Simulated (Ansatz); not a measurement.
The system is PtF2.

```
Pt F
1.0
     1.56477    0.90342    4.73090
    -1.56477    0.90342    4.73090
     0.00000   -1.80685    4.73090
Pt F
1 2
Direct
  0.00000 0.00000 0.00000
  0.25200 0.25200 0.25200
  0.74800 0.74800 0.74800
```

The cell was built by a generator and needn't be a form met in nature.

Base run:

| Quantity | Value |
| --- | --- |
| Program | Ansatz 0.2.0 |
| Functional | PBE |
| Potentials or basis | Ansatz PAW |
| Cutoff | 420 eV (not typed: the program's choice for these potentials) |
| k mesh | 7 × 7 × 7 |
| Occupations | gaussian, width 0.05 eV |
| Spin | collinear spin, ferromagnetic start |
| Starting moments | [0.5, 0.0, 0.0] μB |
| Hubbard terms | Pt d U = 6 eV |

Its results: band gap on the k mesh 1.81 eV, indirect (least direct gap 1.92 eV); pressure 27.7 GPa; net moment 2.00 μB per cell; site moments Pt +1.32; F +0.19 μB; largest force 1.715 eV/Å.

Q: The run is repeated on the same cell with these changes: functional from PBE to r2SCAN; cutoff from 420 eV (not typed: the program's choice for these potentials) to 500 eV (not typed: the program's choice for these potentials); hubbard terms from Pt d U = 6 eV to Pt d U = 5 eV. What comes out?

A: Band gap on the k mesh 2.16 eV, indirect (least direct gap 2.27 eV); pressure 23.2 GPa; net moment 2.00 μB per cell; site moments Pt +1.35; F +0.18 μB; largest force 1.475 eV/Å.

Several settings changed at once, so the effect can't be laid on one alone.

Caveats: the magnetic or orbital state may not be the lowest; odd divisions of the mesh miss points on the zone boundary, where band edges often lie, so the gap on the mesh can be too wide; spin-orbit coupling is left out, which moves the levels of the heavy elements; forces of over 1 eV/Å show positions far from the minimum, so gaps and moduli don't describe the material at rest; the PAW data sets come from PBE, with cores solved anew for the run's functional, which leaves a small shift of forces and pressure (some runs).

A k mesh can miss the band edges.
